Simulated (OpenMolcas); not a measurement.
# One shape, several levels: SnH4 (SMILES [SnH4])

Aim: a comparison of 6 runs (HF/3-21G, M06-L/def2-SVPD, PBE/def2-SVPD, PBE0/def2-SVPD, MP2/def2-SVPD, CCSD(T)/def2-SVPD) of SnH4. 

The calculation is run with OpenMolcas 26.06.

## (1) Starting point

The species is SnH4 (5 atoms), meant as a singlet with charge 0. As SMILES, `[SnH4]`. The coordinates come from a PBE0-D4/def2-TZVP relaxation.

Bond lengths: Sn1–H2 1.704 Å, Sn1–H3 1.704 Å, Sn1–H4 1.704 Å, Sn1–H5 1.704 Å. Angles: H2–Sn1–H3 109.5°, H2–Sn1–H4 109.5°, H2–Sn1–H5 109.5°, H3–Sn1–H4 109.5°, H3–Sn1–H5 109.5°, H4–Sn1–H5 109.5°.

## (2) Energy and gradient at HF/3-21G (run 1)

Input file coord.xyz:

```xyz
5

Sn     0.000030     0.000010     0.000040
H      0.823920    -0.853480     1.222940
H     -1.563610     0.403420     0.543140
H     -0.116810    -0.974610    -1.392490
H      0.856470     1.424640    -0.373640
```

Input file calc.inp:

```
&GATEWAY
 BASLIB=$CurrDir
 COORD=coord.xyz
 BASIS=3-21G
 GROUP=NoSym

&SEWARD

&SCF
 THRESHOLDS=1e-10 1e-07 1e-07 1e-05
 PRORBITALS=1 2

&ALASKA
```

The basis set 3-21G is read from a file made from the Basis Set Exchange's data (not shown).

Launch:

```bash
$ export MOLCAS_MEM=1860
$ pymolcas calc.inp > calc.log
```

Log:

```text
--- Start Module: gateway ---
[...]
--- Stop Module: gateway /rc=_RC_ALL_IS_WELL_ ---
[...]
      Basis functions           39
[...]
--- Start Module: scf ---
[...]
       Convergence after   9 Iterations
[...]
::    Total SCF energy                              -5998.5464708780
[...]
      Total spin, S                                     0.0000000000
[...]
      Total electronic charge=   54.000000
      Total            charge=   -0.000000
[...]
      Dipole Moment (debye):
      Origin of the operator (angstrom)=    0.0000    0.0000    0.0000
                   X=  2.4155E-04               Y=  1.1652E-04               Z=  3.4238E-04           Total=  4.3491E-04
      Quadrupole Moment (debye*angstrom):
[...]
--- Stop Module: scf /rc=_RC_ALL_IS_WELL_ ---
--- Start Module: alaska ---
[...]
 *              Molecular gradients               *
 **************************************************
  Irreducible representation: a
 ------------------------------------------------------------------------------------------
                              X                       Y                       Z
 ------------------------------------------------------------------------------------------
  SN1               8.36861744723692E-07    2.62712300767897E-06    3.63260528273013E-06
  H2               -4.90707897232490E-03    5.09143513498422E-03   -7.30275693795424E-03
  H3                9.33117644527570E-03   -2.40781132709200E-03   -3.25709123974427E-03
  H4                6.87082087858726E-04    5.81442444959546E-03    8.31892576458682E-03
  H5               -5.11201642255710E-03   -8.50067538049881E-03    2.23728980783267E-03
 ------------------------------------------------------------------------------------------
--- Stop Module: alaska /rc=_RC_ALL_IS_WELL_ ---
[...]
```

It took 1.9 s on 1 thread of Arm Neoverse V2, shared host; peak memory 0.37 GiB.

## (3) Energy and gradient at M06-L/def2-SVPD (core potential) (run 2)

Input file run.inp:

```
&GATEWAY
  BasLib = $CurrDir
  Coord
  5
  angstrom
  Sn       0.000030       0.000010       0.000040
  H        0.823920      -0.853480       1.222940
  H       -1.563610       0.403420       0.543140
  H       -0.116810      -0.974610      -1.392490
  H        0.856470       1.424640      -0.373640
  Basis = def2-SVPD
  Group = NoSym

&SEWARD
  GridInput
  Grid=UltraFine
  End of Grid

&SCF
  KSDFT = M06L
  Thresholds = 1e-10 1e-07 1e-07 1e-05
  PrOrbitals = 0

&ALASKA
```

The basis set def2-SVPD is read from a file made from the Basis Set Exchange's data (not shown).

Launch:

```bash
$ export MOLCAS_MEM=1860
$ pymolcas run.inp > run.log
```

Log:

```text
--- Start Module: gateway ---
[...]
--- Stop Module: gateway /rc=_RC_ALL_IS_WELL_ ---
[...]
      Basis functions           64
[...]
--- Start Module: scf ---
[...]
       Convergence after  11 Iterations
[...]
::    Total KS-DFT energy                            -216.8123112836
[...]
      Total spin, S                                     0.0000000000
[...]
      Total electronic charge=   26.000000
      Total            charge=   -0.000000
[...]
      Dipole Moment (debye):
      Origin of the operator (angstrom)=    0.0000    0.0000    0.0000
                   X=  1.7227E-04               Y=  6.8643E-05               Z=  2.3453E-04           Total=  2.9899E-04
      Quadrupole Moment (debye*angstrom):
[...]
--- Stop Module: scf /rc=_RC_ALL_IS_WELL_ ---
[...]
--- Start Module: alaska ---
[...]
 *              Molecular gradients               *
 **************************************************
  Irreducible representation: a
 ------------------------------------------------------------------------------------------
                              X                       Y                       Z
 ------------------------------------------------------------------------------------------
  SN1              -4.65249440640651E-05   -8.05520205616538E-05   -2.35883944677846E-05
  H2               -2.27023920364777E-03    2.42831933678467E-03   -3.41066549586611E-03
  H3                4.35389774501793E-03   -1.06270148691312E-03   -1.52509144987167E-03
  H4                3.41457736884931E-04    2.72102462845458E-03    3.88918192647347E-03
  H5               -2.37859133418672E-03   -4.00609045776656E-03    1.07016341372090E-03
 ------------------------------------------------------------------------------------------
--- Stop Module: alaska /rc=_RC_ALL_IS_WELL_ ---
[...]
```

Wall time 15 s (1 thread of Arm Neoverse V2, shared host); peak memory 0.4 GiB.

## (4) Energy and gradient at PBE/def2-SVPD (core potential) (run 3)

coord.xyz is that of step 2.

Input file test.input:

```
&GATEWAY
 BasLib
 $CurrDir
 Coord
 coord.xyz
 Basis
 def2-SVPD
 Group
 NoSym

&SEWARD
 GridInput
 Grid=UltraFine
 End of Grid

&SCF
 KSDFT
 PBE
 Thresholds
 1e-10 1e-07 1e-07 1e-05
 PrOrbitals
 1 2

&ALASKA
```

The basis set def2-SVPD is read from a file made from the Basis Set Exchange's data (not shown).

Launch:

```bash
$ export MOLCAS_MEM=1860
$ pymolcas test.input > test.log
```

Log:

```text
--- Start Module: gateway ---
[...]
--- Stop Module: gateway /rc=_RC_ALL_IS_WELL_ ---
[...]
      Basis functions           64
[...]
--- Start Module: scf ---
[...]
       Convergence after  10 Iterations
[...]
::    Total KS-DFT energy                            -216.6365961555
[...]
      Total spin, S                                     0.0000000000
[...]
      Total electronic charge=   26.000000
      Total            charge=   -0.000000
[...]
      Dipole Moment (debye):
      Origin of the operator (angstrom)=    0.0000    0.0000    0.0000
                   X=  1.4233E-04               Y=  7.3153E-05               Z=  2.0522E-04           Total=  2.6024E-04
      Quadrupole Moment (debye*angstrom):
[...]
--- Stop Module: scf /rc=_RC_ALL_IS_WELL_ ---
[...]
--- Start Module: alaska ---
[...]
 *              Molecular gradients               *
 **************************************************
  Irreducible representation: a
 ------------------------------------------------------------------------------------------
                              X                       Y                       Z
 ------------------------------------------------------------------------------------------
  SN1              -1.00364872155915E-05   -1.44459298334720E-05    1.32069658339011E-07
  H2               -2.33906897273117E-03    2.44086634915996E-03   -3.48565186069161E-03
  H3                4.46028911525831E-03   -1.13765281099221E-03   -1.56258555768507E-03
  H4                3.26189699726809E-04    2.77482238887572E-03    3.97417523747690E-03
  H5               -2.43737335503313E-03   -4.06358999720213E-03    1.07393011124457E-03
 ------------------------------------------------------------------------------------------
--- Stop Module: alaska /rc=_RC_ALL_IS_WELL_ ---
[...]
```

It took 11 s on 1 thread of Arm Neoverse V2, shared host; peak memory 0.4 GiB.

Runs 4 to 5 aren't shown in full; the table further down has their settings and results.

## (5) The energy at CCSD(T)/def2-SVPD (core potential) (run 6)

Input file job.input:

```
>>> EXPORT MOLCAS_PRINT=2

&GATEWAY
  BASLIB = $CurrDir
  COORD
  5
  bohr
  Sn     0.00005669     0.00001890     0.00007559
  H      1.55698315    -1.61284345     2.31102167
  H     -2.95479467     0.76235331     1.02638585
  H     -0.22073891    -1.84174598    -2.63142473
  H      1.61849373     2.69217943    -0.70607727
  BASIS = def2-SVPD
  GROUP = NoSym

&SEWARD

&SCF
  THRESHOLDS = 1e-10 1e-07 1e-07 1e-05
  PRORBITALS = 0

&RASSCF
  FILEORB = $Project.ScfOrb
  SPIN = 1
  NACTEL = 0 0 0
  INACTIVE = 13
  RAS2 = 0
  OUTORBITALS = Canonical
  ORBLISTING = NoCore

&MOTRA
  JOBIPH
  FROZEN = 4

&CCSDT
  CCT
  TRIPLES = 2
  ITERATIONS = 80
  ACCURACY = 1e-08
  EXTRAPOLATION = 5 4
```

The basis set def2-SVPD is read from a file made from the Basis Set Exchange's data (not shown).

Launch:

```bash
$ export MOLCAS_MEM=1860
$ pymolcas job.input > job.log
```

Log:

```text
--- Start Module: gateway ---
[...]
--- Stop Module: gateway /rc=_RC_ALL_IS_WELL_ ---
[...]
      Basis functions           64
[...]
       Convergence after  11 Iterations
[...]
::    Total SCF energy                               -215.6333617794
[...]
      Total spin, S                                     0.0000000000
[...]
      Number of active orbitals                  0
[...]
      Spin quantum number                      0.0
[...]
      Active orbitals                            0
[...]
      Number of CSFs                             1
[...]
      Number of root(s) required                 1
[...]
      Convergence after  4 iterations
[...]
      Natural orbitals and occupation numbers for root  1
      ************************************************************************************************************************
      *                                                    Final results                                                     *
      ************************************************************************************************************************
[...]
::    RASSCF root number  1 Total energy:   -215.63336178
[...]
      Total electronic charge=   26.000000
      Total            charge=   -0.000000
[...]
      Dipole Moment (debye):
      Origin of the operator (angstrom)=    0.0000    0.0000    0.0000
                   X=  1.9007E-04               Y=  9.4977E-05               Z=  2.7298E-04           Total=  3.4592E-04
      Quadrupole Moment (debye*angstrom):
[...]
--- Start Module: motra ---
[...]
--- Stop Module: motra /rc=_RC_ALL_IS_WELL_ ---
--- Start Module: ccsdt ---
[...]
      Convergence after                    14  Iterations
      Total energy (diff) :    -215.80377769      -0.00000000
[...]
 METHOD                       : CCSD+T(CCSD)+<T3(1)WT1> = CCSD(T)
[...]
       CCSD     =      -215.8037776943572
[...]
```

Run time: 12 s. Hardware: 1 thread of Arm Neoverse V2, shared host; peak memory 0.4 GiB.

## (6) All runs side by side

| run | level | integration grid | task | energy (Eh) | dipole moment (D) of the reference | HOMO energy (eV) | LUMO energy (eV) | wall time |
| --- | --- | --- | --- | --- | --- | --- | --- | --- |
| 1 | HF/3-21G | – | gradient | -5998.546471 | 0.00 | -12.15 | 4.16 | 1.9 s |
| 2 | M06-L/def2-SVPD (core potential) | UltraFine | gradient | -216.812311 | 0.00 | -8.07 | 0.02 | 15 s |
| 3 | PBE/def2-SVPD (core potential) | UltraFine | gradient | -216.636596 | 0.00 | -7.93 | -0.78 | 11 s |
| 4 | PBE0/def2-SVPD (core potential) | UltraFine | gradient | -216.654539 | 0.00 | -9.16 | -0.07 | 11 s |
| 5 | MP2/def2-SVPD (core potential) | – | energy | -215.773135 | 0.00 | -12.16 | 1.72 | 2.6 s |
| 6 | CCSD(T)/def2-SVPD (core potential) | – | energy | -215.807586 | 0.00 | -12.16 | 1.72 | 12 s |

## (7) Outcome

```
                                          quantity          value
                               run 6: total energy  -215.80759 Eh
         run 6: dipole moment (mean-field density)         0.00 D
        run 6: HOMO energy (Hartree–Fock orbitals)      -12.16 eV
        run 6: LUMO energy (Hartree–Fock orbitals)        1.72 eV
      run 6: HOMO–LUMO gap (Hartree–Fock orbitals)       13.88 eV
run 6: correlation energy (4 core orbitals frozen)     -174.2 mEh
                             run 6: (T) correction      -3.81 mEh
```

In words: Over runs 1, 2, 3, 4 the HOMO–LUMO gap runs from 7.15 eV (PBE/def2-SVPD) to 16.31 eV (HF/3-21G). The two ends differ in method and basis and core potential. Totals of different functionals can't be ranked against each other. Some runs of one species differ in core potentials or relativity; totals across that change don't compare. In run 1 relativity is left out where basis or elements ask for it. All runs together took 52 s, the longest 15 s.
